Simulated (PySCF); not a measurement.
# Solver options tried on GaSe⁻

The same problem is solved with other solver options, one edit a run.

Method: method and basis as typed in the scripts; program: PySCF 2.14.0.

## (1) The starting structure

GaSe⁻: 2 atoms, charge -1, spin multiplicity 1.

Bond lengths: Ga1–Se2 2.420 Å.

## (2) The base run

input.py reads:

```python
from pyscf import gto, scf

mol = gto.M(
    atom='Ga 0 0 0; Se 0 0 2.42',
    basis='sbkjc',
    ecp={'Ga': 'sbkjc', 'Se': 'sbkjc'},
    charge=-1,
    spin=0,
    verbose=4,
)
mf = scf.UHF(mol)
mf.kernel()
mf.mulliken_pop()
mf.dip_moment()
print('orbital energies (hartree):', [e[max(0, n-3):n+3].round(4) for e, n in zip(mf.mo_energy, mol.nelec)])
```

Run with:

```
> OMP_NUM_THREADS=1 python input.py
```

The log of this run is left out.

It gives: E(SCF) = -266.382369 Eh, 13 cycles.

The bond length is a typed value, not an optimised one. The dipole of an ion depends on the origin.

## (3) Convergence threshold 1e-16 hartree

Variant 1 changes convergence threshold: default → 1e-16 hartree.

input.py reads:

```python
from pyscf import gto, scf

mol = gto.M(
    atom='Ga 0 0 0; Se 0 0 2.42',
    basis='sbkjc',
    ecp={'Ga': 'sbkjc', 'Se': 'sbkjc'},
    charge=-1,
    spin=0,
    verbose=4,
)
mf = scf.UHF(mol)
mf.conv_tol = 1e-16
mf.kernel()
mf.mulliken_pop()
mf.dip_moment()
print('orbital energies (hartree):', [e[max(0, n-3):n+3].round(4) for e, n in zip(mf.mo_energy, mol.nelec)])
```

Run with:

```
> OMP_NUM_THREADS=1 python input.py
```

## (4) DIIS space 4

Variant 2 changes DIIS space: default → 4.

input.py, as its differences from that of step 2:

```diff
@@ -11,2 +11,3 @@
 mf = scf.UHF(mol)
+mf.diis_space = 4
 mf.kernel()
```

## (5) Point-group symmetry on

Variant 3 changes point-group symmetry: off → on.

input.py, as its differences from that of step 2:

```diff
@@ -8,2 +8,3 @@
     spin=0,
+    symmetry=True,
     verbose=4,
```

## (6) Initial guess hcore

Variant 4 changes initial guess: minao → hcore.

input.py, as its differences from that of step 2:

```diff
@@ -11,2 +11,3 @@
 mf = scf.UHF(mol)
+mf.init_guess = 'hcore'
 mf.kernel()
```

What does the calculation give? Wanted: for each run, E(SCF); from base; gap.

**Answer**, as computed:

```tsv
run	E(SCF) (hartree)	from base (eV)	cycles	gap (eV)
base	-266.382369	0	13	8.72
convergence threshold 1e-16 hartree	-266.382369	0.0000	26	8.72
DIIS space 4	-266.382369	0.0000	15	8.72
point-group symmetry on	-266.382369	0.0000	13	8.72
initial guess hcore	-266.382369	0.0000	14	8.72
```

Distance from each run's final energy (log10 hartree) by cycle:

```tsv
run	cycle 1	cycle 2	cycle 3	cycle 5	cycle 8	cycle 12
base	1.6	1.6	0.1	-0.9	-4.4	-9.3
convergence threshold 1e-16 hartree	1.6	1.6	0.1	-0.9	-4.4	-9.2
DIIS space 4	1.6	1.6	0.1	-0.9	-4.0	-7.6
point-group symmetry on	1.6	1.6	0.0	-0.9	-4.4	-9.6
initial guess hcore	2.2	1.8	0.2	-1.0	-4.7	-8.5
```

The SCF energy stays the same, to the digits that matter, with convergence threshold 1e-16 hartree or DIIS space 4 or point-group symmetry on or initial guess hcore. With DIIS space 4, point-group symmetry on, initial guess hcore the path hardly changes: 13 to 15 cycles against 13.
